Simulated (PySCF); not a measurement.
# [F5Cr(mu-SH)Co(OH)2F]4-: magnetic exchange

Wanted: magnetic exchange for [F5Cr(mu-SH)Co(OH)2F]4-.

Programs: PySCF 2.14.0, with routines of our own; each step states its level. All values are computed. Atoms count from 0.

### Step 1. The system as given

14 atoms, charge -4, high-spin multiplicity 7; geometry from: idealised, bond lengths from ionic radii.

The system (corner-sharing dimer): [F5Cr(mu-SH)Co(OH)2F]4-. The metals (Cr(III), Co(II)) are 4.33 Å apart; the bridge angle is 132°; the spin sites are atom 0 (3 unpaired) and atom 1 (3 unpaired).

### Step 2. Magnetic exchange: PBE0/def2-SVP H:def2-SV(P) in water

Job settings and geometry (Å):

```
{"job": {"kind": "bs", "xc": "PBE0", "basis": {"default": "def2-SVP", "H": "def2-SV(P)"}, "grid": 1, "solvent": "water"}, "charge": -4, "high_spin_multiplicity": 7, "spin_sites": [[[0], 3], [[1], 3]]}
Cr    -2.219400     0.034800    -0.169500
Co     2.108800     0.034800    -0.169500
S     -0.036000     1.005100    -0.169500
H     -0.026800     1.466700    -1.438100
F     -3.978500    -0.746900    -0.169500
F     -2.219400     0.034800     1.755500
F     -2.219400     0.034800    -2.094500
F     -3.001100     1.793900    -0.169500
F     -1.437700    -1.724300    -0.169500
O      1.971200    -1.812500     0.296700
H      1.955500    -2.023800     1.243300
F      2.872300     0.195700    -1.891000
O      3.213200     0.933000     1.104100
H      3.017400     0.773800     2.040700
```

Method: PBE0/def2-SVP H:def2-SV(P) high-spin and broken-symmetry single points, IEF-PCM water.

Command:

```
OMP_NUM_THREADS=1 python exch_run.py task.json out
```

The driver reads the jobs from task.json and runs them one after another.

The log of the run:

```text
high-spin state, multiplicity 7
final grid: 70904 points
cycle   1  E = -3549.6546887618  dE =  2.287e+01  |g| = 4.876e+00  |ddm| = 6.345e+00
cycle   2  E = -3381.1356162845  dE =  1.685e+02  |g| = 1.164e+01  |ddm| = 2.923e+01
cycle   3  E = -3552.5875452577  dE = -1.715e+02  |g| = 5.663e+00  |ddm| = 2.423e+01
cycle   4  E = -3567.5468438819  dE = -1.496e+01  |g| = 4.349e+00  |ddm| = 1.081e+01
cycle   5  E = -3560.5144781161  dE =  7.032e+00  |g| = 4.327e+00  |ddm| = 1.143e+01
cycle   6  E = -3571.4847351772  dE = -1.097e+01  |g| = 2.840e+00  |ddm| = 1.129e+01
cycle   7  E = -3571.6018838438  dE = -1.171e-01  |g| = 2.850e+00  |ddm| = 1.782e+00
cycle   8  E = -3572.2397389969  dE = -6.379e-01  |g| = 2.554e+00  |ddm| = 1.669e+00
cycle   9  E = -3571.4876947724  dE =  7.520e-01  |g| = 2.845e+00  |ddm| = 7.807e-01
cycle  10  E = -3574.0880757361  dE = -2.600e+00  |g| = 1.574e+00  |ddm| = 1.295e+00
cycle  11  E = -3574.7585942472  dE = -6.705e-01  |g| = 1.005e+00  |ddm| = 1.031e+00
cycle  12  E = -3574.8718450858  dE = -1.133e-01  |g| = 8.465e-01  |ddm| = 6.437e-01
cycle  13  E = -3575.1071648409  dE = -2.353e-01  |g| = 3.533e-01  |ddm| = 5.412e-01
cycle  14  E = -3575.1431943553  dE = -3.603e-02  |g| = 2.464e-01  |ddm| = 4.809e-01
cycle  15  E = -3575.1687778630  dE = -2.558e-02  |g| = 5.204e-02  |ddm| = 2.144e-01
cycle  16  E = -3575.1707942348  dE = -2.016e-03  |g| = 2.350e-02  |ddm| = 7.163e-02
cycle  17  E = -3575.1721889627  dE = -1.395e-03  |g| = 1.679e-02  |ddm| = 6.285e-02
cycle  18  E = -3575.1742012069  dE = -2.012e-03  |g| = 1.343e-02  |ddm| = 1.078e-01
cycle  19  E = -3575.1753994489  dE = -1.198e-03  |g| = 1.162e-02  |ddm| = 7.601e-02
cycle  20  E = -3575.1765195490  dE = -1.120e-03  |g| = 9.879e-03  |ddm| = 8.054e-02
cycle  21  E = -3575.1776777402  dE = -1.158e-03  |g| = 8.595e-03  |ddm| = 9.475e-02
cycle  22  E = -3575.1784310892  dE = -7.533e-04  |g| = 8.333e-03  |ddm| = 6.693e-02
cycle  23  E = -3575.1791110782  dE = -6.800e-04  |g| = 7.683e-03  |ddm| = 6.309e-02
cycle  24  E = -3575.1798196795  dE = -7.086e-04  |g| = 6.743e-03  |ddm| = 7.200e-02
cycle  25  E = -3575.1814326834  dE = -1.613e-03  |g| = 7.779e-03  |ddm| = 2.129e-01
cycle  26  E = -3575.1812739335  dE =  1.587e-04  |g| = 4.943e-03  |ddm| = 3.329e-02
cycle  27  E = -3575.1818750883  dE = -6.012e-04  |g| = 5.930e-03  |ddm| = 1.174e-01
cycle  28  E = -3575.1820737299  dE = -1.986e-04  |g| = 4.052e-03  |ddm| = 5.300e-02
cycle  29  E = -3575.1822167475  dE = -1.430e-04  |g| = 2.342e-03  |ddm| = 5.811e-02
cycle  30  E = -3575.1822763909  dE = -5.964e-05  |g| = 1.921e-03  |ddm| = 4.066e-02
cycle  31  E = -3575.1822934543  dE = -1.706e-05  |g| = 1.655e-03  |ddm| = 1.499e-02
cycle  32  E = -3575.1823049124  dE = -1.146e-05  |g| = 9.114e-04  |ddm| = 1.829e-02
cycle  33  E = -3575.1823099999  dE = -5.088e-06  |g| = 5.973e-04  |ddm| = 1.528e-02
cycle  34  E = -3575.1823111441  dE = -1.144e-06  |g| = 5.282e-04  |ddm| = 4.804e-03
cycle  35  E = -3575.1823114858  dE = -3.417e-07  |g| = 2.125e-04  |ddm| = 1.290e-03
SCF not converged, last energy = -3575.1823114858
restart with level shift 0.3
final grid: 70904 points
cycle   1  E = -3551.6554422451  dE =  2.087e+01  |g| = 4.609e+00  |ddm| = 5.183e+00
cycle   2  E = -3429.4439444251  dE =  1.222e+02  |g| = 1.013e+01  |ddm| = 2.200e+01
cycle   3  E = -3555.8763246876  dE = -1.264e+02  |g| = 5.112e+00  |ddm| = 1.709e+01
cycle   4  E = -3569.5559703232  dE = -1.368e+01  |g| = 3.357e+00  |ddm| = 8.656e+00
cycle   5  E = -3574.4799684003  dE = -4.924e+00  |g| = 1.065e+00  |ddm| = 2.241e+00
cycle   6  E = -3574.9842945172  dE = -5.043e-01  |g| = 3.977e-01  |ddm| = 9.724e-01
cycle   7  E = -3575.0840962878  dE = -9.980e-02  |g| = 1.842e-01  |ddm| = 4.084e-01
cycle   8  E = -3575.1215397491  dE = -3.744e-02  |g| = 1.456e-01  |ddm| = 2.489e-01
cycle   9  E = -3575.1349529961  dE = -1.341e-02  |g| = 1.826e-01  |ddm| = 1.788e-01
cycle  10  E = -3575.1443098336  dE = -9.357e-03  |g| = 1.611e-01  |ddm| = 1.048e-01
...
cycle  58  E = -3575.1823117960  dE = -4.365e-08  |g| = 1.062e-04  |ddm| = 5.689e-04
cycle  59  E = -3575.1823118474  dE = -5.140e-08  |g| = 8.316e-05  |ddm| = 4.847e-04
cycle  60  E = -3575.1823118769  dE = -2.948e-08  |g| = 7.334e-05  |ddm| = 3.524e-04
cycle  61  E = -3575.1823119449  dE = -6.800e-08  |g| = 8.682e-05  |ddm| = 7.246e-04
cycle  62  E = -3575.1823119788  dE = -3.395e-08  |g| = 7.766e-05  |ddm| = 5.470e-04
cycle  63  E = -3575.1823120049  dE = -2.608e-08  |g| = 6.739e-05  |ddm| = 4.768e-04
cycle  64  E = -3575.1823120317  dE = -2.676e-08  |g| = 9.326e-05  |ddm| = 7.206e-04
cycle  65  E = -3575.1823120441  dE = -1.249e-08  |g| = 6.123e-05  |ddm| = 3.886e-04
cycle  66  E = -3575.1823120585  dE = -1.437e-08  |g| = 6.196e-05  |ddm| = 4.594e-04
cycle  67  E = -3575.1823120660  dE = -7.512e-09  |g| = 4.707e-05  |ddm| = 3.071e-04
level shift removed, Fock matrix diagonalised once more
converged SCF energy = -3575.1823120660

broken-symmetry state, M_S = 0, start: spins of the second site flipped
final grid: 70904 points
cycle   1  E = -3575.1819852776  dE = -5.919e-03  |g| = 1.351e-02  |ddm| = 1.441e-01
cycle   2  E = -3575.1822696026  dE = -2.843e-04  |g| = 1.098e-02  |ddm| = 3.444e-02
cycle   3  E = -3575.1823146090  dE = -4.501e-05  |g| = 9.673e-03  |ddm| = 1.710e-02
cycle   4  E = -3575.1823765087  dE = -6.190e-05  |g| = 1.279e-03  |ddm| = 1.303e-02
cycle   5  E = -3575.1823784904  dE = -1.982e-06  |g| = 1.342e-03  |ddm| = 3.512e-03
cycle   6  E = -3575.1823795067  dE = -1.016e-06  |g| = 3.498e-04  |ddm| = 1.645e-03
cycle   7  E = -3575.1823796968  dE = -1.901e-07  |g| = 2.488e-04  |ddm| = 6.982e-04
cycle   8  E = -3575.1823799332  dE = -2.364e-07  |g| = 1.698e-04  |ddm| = 9.515e-04
cycle   9  E = -3575.1823801168  dE = -1.836e-07  |g| = 1.489e-04  |ddm| = 8.547e-04
cycle  10  E = -3575.1823804296  dE = -3.128e-07  |g| = 1.187e-04  |ddm| = 1.782e-03
cycle  11  E = -3575.1823806475  dE = -2.179e-07  |g| = 8.954e-05  |ddm| = 1.703e-03
cycle  12  E = -3575.1823807805  dE = -1.330e-07  |g| = 6.873e-05  |ddm| = 1.453e-03
cycle  13  E = -3575.1823808342  dE = -5.370e-08  |g| = 6.230e-05  |ddm| = 7.796e-04
cycle  14  E = -3575.1823808934  dE = -5.920e-08  |g| = 4.206e-05  |ddm| = 1.215e-03
cycle  15  E = -3575.1823809089  dE = -1.550e-08  |g| = 2.858e-05  |ddm| = 5.626e-04
cycle  16  E = -3575.1823809141  dE = -5.150e-09  |g| = 2.024e-05  |ddm| = 2.965e-04
converged SCF energy = -3575.1823809141

<S^2> high spin = 12.0223, broken symmetry = 3.0189
E(HS) - E(BS) = 15.11 cm-1
J_noodleman = -1.68 cm-1
J_unprojected = -1.26 cm-1
J_yamaguchi = -1.68 cm-1
```

Run time: 3.6 min. Hardware: 1 thread of Arm Neoverse V2, shared host; peak memory 1 GiB.

Key values:

```tsv
quantity	value
J (Yamaguchi)	-2 cm⁻¹
low less high spin, projected	-0.1 kcal/mol
```

Mulliken spin populations of the high-spin state:

Cr0 3.03; Co1 2.80; S2 -0.03; H3 0.01; F4 0.00; F5 0.01; F6 0.01; F7 0.01; F8 0.01; O9 0.06; H10 0.00; F11 0.04; O12 0.06; H13 0.00

### Step 3. Magnetic exchange: CASSCF and SC-NEVPT2/def2-SVP H:def2-SV(P) (6,6) in water

The job, as its differences from that of step 2:

```diff
@@ -1,2 +1,2 @@
-{"job": {"kind": "bs", "xc": "PBE0", "basis": {"default": "def2-SVP", "H": "def2-SV(P)"}, "grid": 1, "solvent": "water"}, "charge": -4, "high_spin_multiplicity": 7, "spin_sites": [[[0], 3], [[1], 3]]}
+{"job": {"kind": "cas", "xc": "PBE0", "basis": {"default": "def2-SVP", "H": "def2-SV(P)"}, "grid": 1, "active": "magnetic", "zfs": false, "npt": 3, "solvent": "water"}, "charge": -4, "high_spin_multiplicity": 7, "spin_sites": [[[0], 3], [[1], 3]]}
 Cr    -2.219400     0.034800    -0.169500
```

Level: CASSCF and SC-NEVPT2/def2-SVP H:def2-SV(P) spin states, IEF-PCM water.

The log of the run:

```text
start orbitals: natural orbitals of the high-spin PBE0 determinant (converged)
active space: 6 electrons in 6 orbitals, 69 closed; orbitals optimised for multiplicities 7 5 3 1
macro   0  E = -3569.9177014798  dE =  0.000e+00  |g| = 1.171e+00
macro   1  E = -3570.0308341192  dE = -1.131e-01  |g| = 3.984e-01
macro   2  E = -3570.0461903851  dE = -1.536e-02  |g| = 2.384e-01
macro   3  E = -3570.0481469824  dE = -1.957e-03  |g| = 4.576e-02
macro   4  E = -3570.0482632658  dE = -1.163e-04  |g| = 1.340e-02
macro   5  E = -3570.0482811826  dE = -1.792e-05  |g| = 5.016e-03
macro   6  E = -3570.0482926381  dE = -1.146e-05  |g| = 4.795e-03
macro   7  E = -3570.0483053628  dE = -1.272e-05  |g| = 7.122e-03
macro   8  E = -3570.0483163917  dE = -1.103e-05  |g| = 5.843e-03
macro   9  E = -3570.0483202988  dE = -3.907e-06  |g| = 2.168e-03
macro  10  E = -3570.0483209487  dE = -6.499e-07  |g| = 6.600e-04
macro  11  E = -3570.0483210754  dE = -1.267e-07  |g| = 4.831e-04
macro  12  E = -3570.0483212389  dE = -1.635e-07  |g| = 6.037e-04
macro  13  E = -3570.0483215699  dE = -3.310e-07  |g| = 8.676e-04
macro  14  E = -3570.0483219616  dE = -3.918e-07  |g| = 9.400e-04
macro  15  E = -3570.0483221297  dE = -1.681e-07  |g| = 5.173e-04
macro  16  E = -3570.0483222338  dE = -1.041e-07  |g| = 3.351e-04
macro  17  E = -3570.0483222793  dE = -4.550e-08  |g| = 3.161e-04
macro  18  E = -3570.0483224200  dE = -1.407e-07  |g| = 3.948e-04
macro  19  E = -3570.0483224748  dE = -5.481e-08  |g| = 3.158e-04
macro  20  E = -3570.0483225279  dE = -5.310e-08  |g| = 2.367e-04
CASSCF converged, mean energy = -3570.0483225279
2S+1 = 7  root 0  E(CAS) = -3570.04829767  E(NEVPT2) = -3572.22967964  occupations 1.000 1.000 1.000 1.000 1.000 1.000
2S+1 = 5  root 0  E(CAS) = -3570.04831901  E(NEVPT2) = -3572.22971138  occupations 1.011 1.002 1.000 1.000 0.998 0.989
2S+1 = 3  root 0  E(CAS) = -3570.04833318  E(NEVPT2) = -3572.22973352  occupations 1.018 1.004 1.000 1.000 0.996 0.982
2S+1 = 1  root 0  E(CAS) = -3570.04834025  occupations 1.022 1.005 1.000 1.000 0.995 0.978
```

It took 32 s on 1 thread of Arm Neoverse V2, shared host; peak memory 0.92 GiB.

The solvent's field is frozen at that of the high-spin determinant; only differences between these total energies have meaning.

From this job:

```tsv
quantity	value
J (CASSCF)	-1 cm⁻¹
J (NEVPT2)	-1 cm⁻¹
diradical index y0	1.00
```

### Step 4. Magnetic exchange: wB97X/def2-SVP H:def2-SV(P) in water

The job, as its differences from that of step 3:

```diff
@@ -1,2 +1,2 @@
-{"job": {"kind": "cas", "xc": "PBE0", "basis": {"default": "def2-SVP", "H": "def2-SV(P)"}, "grid": 1, "active": "magnetic", "zfs": false, "npt": 3, "solvent": "water"}, "charge": -4, "high_spin_multiplicity": 7, "spin_sites": [[[0], 3], [[1], 3]]}
+{"job": {"kind": "bs", "xc": "wB97X", "basis": {"default": "def2-SVP", "H": "def2-SV(P)"}, "grid": 1, "solvent": "water"}, "charge": -4, "high_spin_multiplicity": 7, "spin_sites": [[[0], 3], [[1], 3]]}
 Cr    -2.219400     0.034800    -0.169500
```

Method: wB97X/def2-SVP H:def2-SV(P) high-spin and broken-symmetry single points, IEF-PCM water.

The log of the run:

```text
high-spin state, multiplicity 7
final grid: 70904 points
cycle   1  E = -3576.3553901973  dE = -2.469e-03  |g| = 2.773e-02  |ddm| = 1.346e-01
cycle   2  E = -3576.3554047548  dE = -1.456e-05  |g| = 3.171e-02  |ddm| = 5.021e-02
cycle   3  E = -3576.3558092528  dE = -4.045e-04  |g| = 4.350e-03  |ddm| = 2.648e-02
cycle   4  E = -3576.3558249748  dE = -1.572e-05  |g| = 1.967e-03  |ddm| = 8.681e-03
cycle   5  E = -3576.3558278475  dE = -2.873e-06  |g| = 6.690e-04  |ddm| = 2.995e-03
cycle   6  E = -3576.3558286032  dE = -7.557e-07  |g| = 4.520e-04  |ddm| = 1.439e-03
cycle   7  E = -3576.3558291224  dE = -5.193e-07  |g| = 2.439e-04  |ddm| = 1.285e-03
cycle   8  E = -3576.3558293668  dE = -2.444e-07  |g| = 2.003e-04  |ddm| = 7.880e-04
cycle   9  E = -3576.3558296425  dE = -2.757e-07  |g| = 1.470e-04  |ddm| = 1.112e-03
cycle  10  E = -3576.3558298374  dE = -1.949e-07  |g| = 1.096e-04  |ddm| = 1.071e-03
cycle  11  E = -3576.3558299740  dE = -1.366e-07  |g| = 6.450e-05  |ddm| = 1.217e-03
cycle  12  E = -3576.3558300200  dE = -4.596e-08  |g| = 4.668e-05  |ddm| = 7.108e-04
cycle  13  E = -3576.3558300302  dE = -1.027e-08  |g| = 4.161e-05  |ddm| = 1.757e-04
cycle  14  E = -3576.3558300441  dE = -1.386e-08  |g| = 3.751e-05  |ddm| = 2.310e-04
cycle  15  E = -3576.3558300620  dE = -1.793e-08  |g| = 3.296e-05  |ddm| = 3.353e-04
cycle  16  E = -3576.3558300880  dE = -2.601e-08  |g| = 2.192e-05  |ddm| = 6.651e-04
cycle  17  E = -3576.3558300993  dE = -1.132e-08  |g| = 1.555e-05  |ddm| = 4.931e-04
cycle  18  E = -3576.3558301030  dE = -3.649e-09  |g| = 1.157e-05  |ddm| = 2.718e-04
converged SCF energy = -3576.3558301030

broken-symmetry state, M_S = 0, start: spins of the second site flipped
final grid: 70904 points
cycle   1  E = -3576.3552607357  dE = -4.603e-03  |g| = 1.800e-02  |ddm| = 9.135e-02
cycle   2  E = -3576.3557627178  dE = -5.020e-04  |g| = 7.865e-03  |ddm| = 3.214e-02
cycle   3  E = -3576.3559029596  dE = -1.402e-04  |g| = 5.900e-03  |ddm| = 2.133e-02
cycle   4  E = -3576.3559305573  dE = -2.760e-05  |g| = 2.223e-03  |ddm| = 7.469e-03
cycle   5  E = -3576.3559416476  dE = -1.109e-05  |g| = 8.051e-04  |ddm| = 7.278e-03
cycle   6  E = -3576.3559423619  dE = -7.143e-07  |g| = 3.661e-04  |ddm| = 1.398e-03
cycle   7  E = -3576.3559427089  dE = -3.470e-07  |g| = 1.964e-04  |ddm| = 1.163e-03
cycle   8  E = -3576.3559428207  dE = -1.118e-07  |g| = 1.664e-04  |ddm| = 4.583e-04
cycle   9  E = -3576.3559430373  dE = -2.166e-07  |g| = 1.287e-04  |ddm| = 1.050e-03
cycle  10  E = -3576.3559431923  dE = -1.550e-07  |g| = 1.051e-04  |ddm| = 9.599e-04
cycle  11  E = -3576.3559433237  dE = -1.315e-07  |g| = 7.834e-05  |ddm| = 1.107e-03
cycle  12  E = -3576.3559433942  dE = -7.051e-08  |g| = 6.903e-05  |ddm| = 6.996e-04
cycle  13  E = -3576.3559434367  dE = -4.244e-08  |g| = 6.185e-05  |ddm| = 4.482e-04
cycle  14  E = -3576.3559435129  dE = -7.622e-08  |g| = 4.895e-05  |ddm| = 9.179e-04
cycle  15  E = -3576.3559435812  dE = -6.829e-08  |g| = 3.346e-05  |ddm| = 1.198e-03
cycle  16  E = -3576.3559436086  dE = -2.737e-08  |g| = 2.202e-05  |ddm| = 8.661e-04
cycle  17  E = -3576.3559436151  dE = -6.542e-09  |g| = 1.665e-05  |ddm| = 3.760e-04
converged SCF energy = -3576.3559436151

<S^2> high spin = 12.0176, broken symmetry = 3.0150
E(HS) - E(BS) = 24.91 cm-1
J_noodleman = -2.77 cm-1
J_unprojected = -2.08 cm-1
J_yamaguchi = -2.77 cm-1
```

Run time: 89 s. Hardware: 1 thread of Arm Neoverse V2, shared host; peak memory 1.1 GiB.

Key values:

```tsv
quantity	value
J (Yamaguchi)	-3 cm⁻¹
low less high spin, projected	-0.1 kcal/mol
```

### Step 5. The levels compared

J for H = −2J S1·S2; the gap is low spin less high spin (projected; unprojected where the broken-symmetry state collapsed; or NEVPT2):

```tsv
step	level	geometry	J (cm⁻¹)	gap (kcal/mol)	time
2	PBE0/def2-SVP H:def2-SV(P) in water	one	-2	-0.1	3.6 min
3	CASSCF and SC-NEVPT2/def2-SVP H:def2-SV(P) (6,6) in water	one	-1	–	32 s
4	wB97X/def2-SVP H:def2-SV(P) in water	one	-3	-0.1	89 s
```

CASSCF times leave out a start SCF that an earlier step had already made.

### Step 6. Outcome

| quantity | value |
| --- | --- |
| J (Yamaguchi) (step 2, PBE0/def2-SVP H:def2-SV(P) in water) | -2 cm⁻¹ |
| low less high spin, projected (step 2, PBE0/def2-SVP H:def2-SV(P) in water) | -0.1 kcal/mol |
| J | -3 (wB97X/def2-SVP H:def2-SV(P) in water) to -1 cm⁻¹ (CASSCF and SC-NEVPT2/def2-SVP H:def2-SV(P) (6,6) in water) |

**Reading.** The levels with a meaningful J put the low-spin state lower (antiferromagnetic coupling), from -3 to -1 cm⁻¹.
